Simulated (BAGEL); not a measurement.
# SiF4 (silicon tetrafluoride) at HF/3-21G (density fitting with qzvpp-jkfit)

Aim: the energy change on altering one bond length of SiF4 (silicon tetrafluoride) at HF/3-21G (density fitting with qzvpp-jkfit), from 2 runs. 

The calculation is run with BAGEL 1.2.2.

2 further runs of the same task are left out: 1 that didn't finish, 1 set aside as unsound or not needed. Runs told in other sessions of the task aren't counted.

### Step 1. The molecule

SiF4: 5 atoms, total charge 0, spin state singlet. As SMILES, `F[Si](F)(F)F`. Geometry: relaxed at GFN2-xTB.

Bond lengths: Si1–F2 1.566 Å, Si1–F3 1.566 Å, Si1–F4 1.566 Å, Si1–F5 1.566 Å. Angles: F2–Si1–F3 109.3°, F2–Si1–F4 109.6°, F2–Si1–F5 109.5°, F3–Si1–F4 109.5°, F3–Si1–F5 109.5°, F4–Si1–F5 109.5°.

### Step 2. A single-point energy at HF/3-21G (density fitting with qzvpp-jkfit)

hf.json

```json
{ "bagel" : [

{
  "title" : "molecule",
  "basis" : "3-21g",
  "df_basis" : "qzvpp-jkfit",
  "angstrom" : true,
  "geometry" : [
    { "atom" : "Si", "xyz" : [      -0.000700,       0.000340,      -0.000360 ] },
    { "atom" : "F", "xyz" : [       0.012160,      -0.018360,       1.565530 ] },
    { "atom" : "F", "xyz" : [       1.473030,       0.010450,      -0.529820 ] },
    { "atom" : "F", "xyz" : [      -0.745860,       1.282160,      -0.504010 ] },
    { "atom" : "F", "xyz" : [      -0.738620,      -1.274590,      -0.531350 ] }
  ]
},

{
  "title" : "hf"
},

{
  "title" : "print",
  "file" : "orbitals.molden",
  "orbitals" : true
}

]}
```

Started as:

```bash
$ BAGEL_NUM_THREADS=1 BAGEL hf.json > hf.out
```

What it wrote:

```text
* using 1 threads per process

  ===============================================================
  ===============================================================

  *** Geometry ***

  { "atom" : "Si", "xyz" : [     -0.001323,      0.000643,     -0.000680 ] },
  { "atom" : "F", "xyz" : [      0.022979,     -0.034695,      2.958423 ] },
  { "atom" : "F", "xyz" : [      2.783623,      0.019748,     -1.001215 ] },
  { "atom" : "F", "xyz" : [     -1.409471,      2.422931,     -0.952441 ] },
  { "atom" : "F", "xyz" : [     -1.395790,     -2.408626,     -1.004106 ] },

  Number of auxiliary basis functions:      436

  Since a DF basis is specified, we compute 2- and 3-index integrals:
    o Being stored without compression. Storage requirement is 0.008 GB

  Number of basis functions:       49
  Number of electrons      :       50

    * METHOD: MOLECULE                             0.11

  *** RHF ***

  === Nuclear Repulsion ===
   270.8876372071

      * DIIS with orbital gradients will be used.

  === RHF iteration (3-21g) ===
      0       -683.05050493          0.03414750           0.03
      1       -683.21865009          0.01814222           0.03
      2       -683.27023045          0.00063625           0.03
      3       -683.27040676          0.00012082           0.03
      4       -683.27041383          0.00002019           0.03
      5       -683.27041402          0.00000270           0.03
      6       -683.27041403          0.00000035           0.03
      7       -683.27041403          0.00000015           0.03
      8       -683.27041403          0.00000002           0.03
      9       -683.27041403          0.00000001           0.03
    * SCF iteration converged.

    * Permanent dipole moment:
           (    0.004269,    -0.002077,     0.002164) a.u.

    * METHOD: HF                                   0.39

    * METHOD: PRINT                                0.00

  ===============================================================
```

It took 0.68 s on 1 thread of Arm Neoverse V2, shared host; peak memory 0.084 GiB.

### Step 3. The distorted shape, same level

input.json

```json
{ "bagel" : [

{
  "title" : "molecule",
  "basis" : "3-21g",
  "df_basis" : "qzvpp-jkfit",
  "angstrom" : true,
  "geometry" : [
    { "atom" : "Si", "xyz" : [   -0.221775,   -0.001177,    0.079065 ] },
    { "atom" : "F", "xyz" : [   -0.208915,   -0.019877,    1.644955 ] },
    { "atom" : "F", "xyz" : [    1.473030,    0.010450,   -0.529820 ] },
    { "atom" : "F", "xyz" : [   -0.966935,    1.280643,   -0.424585 ] },
    { "atom" : "F", "xyz" : [   -0.959695,   -1.276107,   -0.451925 ] }
  ]
},
{ "title" : "hf" },
{ "title" : "print", "file" : "orbitals.molden", "orbitals" : true }

]}
```

Started as:

```bash
$ BAGEL_NUM_THREADS=1 BAGEL input.json > input.out
```

What it wrote:

```text
* using 1 threads per process

  ===============================================================
  ===============================================================

  *** Geometry ***

  { "atom" : "Si", "xyz" : [     -0.419094,     -0.002224,      0.149411 ] },
  { "atom" : "F", "xyz" : [     -0.394792,     -0.037562,      3.108514 ] },
  { "atom" : "F", "xyz" : [      2.783623,      0.019748,     -1.001215 ] },
  { "atom" : "F", "xyz" : [     -1.827242,      2.420065,     -0.802349 ] },
  { "atom" : "F", "xyz" : [     -1.813561,     -2.411493,     -0.854014 ] },

  Number of auxiliary basis functions:      436

  Since a DF basis is specified, we compute 2- and 3-index integrals:
    o Being stored without compression. Storage requirement is 0.008 GB

  Number of basis functions:       49
  Number of electrons      :       50

    * METHOD: MOLECULE                             0.11

  *** RHF ***

  === Nuclear Repulsion ===
   261.7674087953

      * DIIS with orbital gradients will be used.

  === RHF iteration (3-21g) ===
      0       -682.99608264          0.03564777           0.03
      1       -683.17820477          0.01968291           0.03
      2       -683.24062124          0.00097195           0.03
      3       -683.24098792          0.00041667           0.03
      4       -683.24103510          0.00012087           0.03
      5       -683.24104201          0.00002060           0.03
      6       -683.24104228          0.00000444           0.03
      7       -683.24104229          0.00000089           0.03
      8       -683.24104229          0.00000033           0.03
      9       -683.24104229          0.00000006           0.03
     10       -683.24104229          0.00000002           0.03
     11       -683.24104229          0.00000001           0.03
    * SCF iteration converged.

    * Permanent dipole moment:
           (    0.247945,    -0.000377,    -0.085628) a.u.

    * METHOD: HF                                   0.46

    * METHOD: PRINT                                0.00

  ===============================================================
```

Run time: 0.74 s. Hardware: 1 thread of Arm Neoverse V2, shared host; peak memory 0.084 GiB.

### Step 4. Outcome

Level: HF/3-21G (density fitting with qzvpp-jkfit).

| quantity | value |
| --- | --- |
| first shape: total energy | -683.27041 Eh |
| first shape: dipole moment | 0.01 D |
| first shape: HOMO energy | -18.19 eV |
| first shape: LUMO energy | 4.67 eV |
| first shape: HOMO–LUMO gap | 22.86 eV |
| distorted shape: total energy | -683.24104 Eh |
| distorted shape: dipole moment | 0.67 D |
| distorted shape: HOMO energy | -17.06 eV |
| distorted shape: LUMO energy | 3.67 eV |
| distorted shape: HOMO–LUMO gap | 20.73 eV |
| energy change with the Si1–F3 bond stretched from 1.566 to 1.801 Å | 0.799 eV |

What this shows: With the Si1–F3 bond stretched from 1.566 to 1.801 Å the energy rises by 0.80 eV (18.4 kcal/mol). The first shape isn't relaxed at this level, so the change isn't measured from a minimum.
